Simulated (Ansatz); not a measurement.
# BAs: the cost of one run

Program: Ansatz 0.2.0. Level of theory: DFT LDA, with the methods named in each step. These are calculated values, not measurements.

### Step 1. The structure to begin with

The structure is cubic, space group F-43m (No. 216). The conventional cell has a = 4.777 Å, b = 4.777 Å, c = 4.777 Å, α = 90.00°, β = 90.00°, γ = 90.00°. B (site symmetry -43m) has 4 As at 2.07 Å as nearest neighbours. Around As (site symmetry -43m) lie 4 B at 2.07 Å.

Coordinates:

```
CELL_PARAMETERS angstrom
0.00000 2.38850 2.38850
2.38850 0.00000 2.38850
2.38850 2.38850 0.00000
ATOMIC_POSITIONS crystal
B 0.00000 0.00000 0.00000
As 0.25000 0.25000 0.25000
```

Atoms are numbered in the order of the input: B1, As2.

### Step 2. Cell and atoms relaxed, PAW

input.yaml reads:

```yaml
crystal:
  lattice:
    - [0.0, 2.3885, 2.3885]
    - [2.3885, 0.0, 2.3885]
    - [2.3885, 2.3885, 0.0]
  atoms:
    - { symbol: B, position: [0.0, 0.0, 0.0] }
    - { symbol: As, position: [0.25, 0.25, 0.25] }
kpoints:
  mp_grid: { grid: [15, 15, 15] }
scf:
  occupations: { method: fermi_dirac, width: 0.05 }
hamiltonian:
  xc: lda
  pseudopotentials: { kind: paw }
output:
  forces: true
  stress: true
relax:
  f_tol: 0.005
  max_steps: 50
  cell: {}
```

Command:

```bash
> ansatz run input.yaml --threads 1 --pin off --max-ram 2048MiB --backend cpu --events-out ev --progress --plain --runs-dir out
```

**Question.** How long does this run take on 1 thread of Arm Neoverse V2, shared host, and how much memory does it need?

About 11 s, with a peak of 0.34 GiB.
